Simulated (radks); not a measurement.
# Xe in [Kr] 4d9.5 5s2 5p6 6s0.5: an all-electron calculation

The task here is to estimate one member of a computed series from the others.

Method: Dirac Kohn-Sham, HCTH/407, spin-unpolarised, spherical densities, point nucleus; open shells fill j = l - 1/2 first. Code: radks (a radial shooting solver on a logarithmic mesh, Libxc functionals) version 1.

**Starting point**

- element: xenon (Z = 54)
- charge: 0
- electrons: 54
- configuration: [Kr] 4d9.5 5s2 5p6 6s0.5

Set-up of the first run:

The run's settings:

```text
Z 54
configuration [Kr] 4d9.5 5s2 5p6 6s0.5
relativity Dirac
functional hcth_407
spin unpolarised
j_filling energy
nucleus point
c 137.035999084
```

Command:

```console
> python run_ks.py task.json out
```

All runs below come from this command, one after another.

One table of the session follows, with a row left open; its other results are not shown here.

It belongs to the step «Radial structure». From the orbitals of this run (lengths in bohr):

```
level      <r>  outermost maximum (interpolated)  90 % within  nodes
1s1/2  0.02667                            0.0172       0.0480      0
2s1/2   0.1142                            0.0971        0.177      1
2p1/2  0.09619                            0.0744        0.158      0
2p3/2   0.1020                            0.0793        0.166      0
3s1/2   0.3059                             0.279        0.450      2
3p1/2   0.2959                             0.265        0.445      1
3p3/2        ?                                 ?            ?      ?
3d3/2   0.2782                             0.224        0.437      0
3d5/2   0.2818                             0.227        0.442      0
4s1/2   0.7141                             0.660         1.03      3
4p1/2   0.7419                             0.675         1.08      2
4p3/2   0.7691                             0.699         1.12      2
4d3/2   0.8589                             0.739         1.30      1
4d5/2   0.8693                             0.747         1.32      1
5s1/2    1.810                              1.60         2.63      4
5p1/2    2.126                              1.80         3.16      3
5p3/2    2.231                              1.88         3.33      3
6s1/2    6.407                              5.19         9.70      5
```

Estimate the missing values for 3p3/2.

**Answer.** <r>: 0.3075; outermost maximum (interpolated): 0.276; 90 % within: 0.461; nodes: 1. In the column «<r>» it lies between 3s1/2 (0.3059) and 4s1/2 (0.7141).
